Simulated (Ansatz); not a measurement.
# CH4AlBO, SMILES [CH3][Al]1[BH][O]1: a rigid scan of one bond length

Computed with Ansatz 0.2.0 through its Python package.

`ch4albo.xyz`
```text
8

C    -0.80730    1.16150   -0.39430
Al    0.73520    0.10830    0.06380
B     1.15120   -1.91040    0.34900
O     1.88170   -0.78640    1.13010
H    -1.38860    0.72600   -1.27270
H    -1.53330    1.28340    0.46890
H    -0.50440    2.22920   -0.69150
H     0.55750   -2.86870    0.29080
```

`run_scan.py`:
```python
import logging
import sys

import ansatz as az
import numpy as np

logging.basicConfig(stream=sys.stdout, format="%(levelname)s:%(name)s:%(message)s")
log = logging.getLogger("calc")
log.setLevel(logging.INFO)

BASIS_SET = "def2-SVP"
XC = "pbe"


def main() -> None:
    geometry = az.Crystal.molecule_from_extxyz("ch4albo.xyz")

    symbols = [site.symbol for site in geometry.cartesian_sites]
    start = np.array([site.position_ang for site in geometry.cartesian_sites])
    axis = (start[7] - start[2]) / np.linalg.norm(start[7] - start[2])
    moving = [7]
    lengths, energies = [0.993, 1.039, 1.084, 1.129, 1.174, 1.219, 1.264, 1.332], []
    for length in lengths:
        xyz = start.copy()
        xyz[moving] += (length - np.linalg.norm(start[7] - start[2])) * axis
        point = az.Crystal.molecule()
        for symbol, place in zip(symbols, xyz):
            point = point.atom(symbol, place.tolist())
        job = (
            point.calculation()
            .basis(gaussian=BASIS_SET)
            .functional(XC)
        )
        report = job.run().report
        energies.append(report["free_energy_ev"])
        log.info(f"r = {length:6.3f} A  E = {energies[-1]:.5f} eV  <S^2> = {abs(report['mean_field']['state']['spin_squared']):.3f}")

    fit = np.polynomial.Polynomial.fit(lengths, np.array(energies) - min(energies), 4).convert()
    roots = [r.real for r in fit.deriv().roots() if abs(r.imag) < 1e-9 and fit.deriv(2)(r.real) > 0]
    r_e = min(roots, key=lambda r: abs(r - lengths[int(np.argmin(energies))]))
    log.info(f"minimum of the fit at {r_e:.4f} A, force constant {fit.deriv(2)(r_e):.2f} eV/A^2")


if __name__ == "__main__":
    main()
```

```console
$ python run_scan.py
INFO:calc:r =  0.993 A  E = -10406.49051 eV  <S^2> = 0.000
INFO:calc:r =  1.039 A  E = -10406.83542 eV  <S^2> = 0.000
INFO:calc:r =  1.084 A  E = -10407.06529 eV  <S^2> = 0.000
INFO:calc:r =  1.129 A  E = -10407.20966 eV  <S^2> = 0.000
INFO:calc:r =  1.174 A  E = -10407.28523 eV  <S^2> = 0.000
INFO:calc:r =  1.219 A  E = -10407.30562 eV  <S^2> = 0.000
INFO:calc:r =  1.264 A  E = -10407.28206 eV  <S^2> = 0.000
INFO:calc:r =  1.332 A  E = -10407.18328 eV  <S^2> = 0.000
INFO:calc:minimum of the fit at 1.2158 A, force constant 21.73 eV/A^2
```

Notes:
- Total energies depend on the basis set; only differences at equal settings carry meaning.
- The rest of the molecule is held rigid at a force-field or estimated start geometry, and the basis set is modest; single-reference methods fail as a bond breaks.
- The orbitals are restricted, so S² is zero by construction.
- Timing: 13 s on 1 thread of Arm Neoverse V2, with other jobs on the host, peak memory 0.18 GiB.
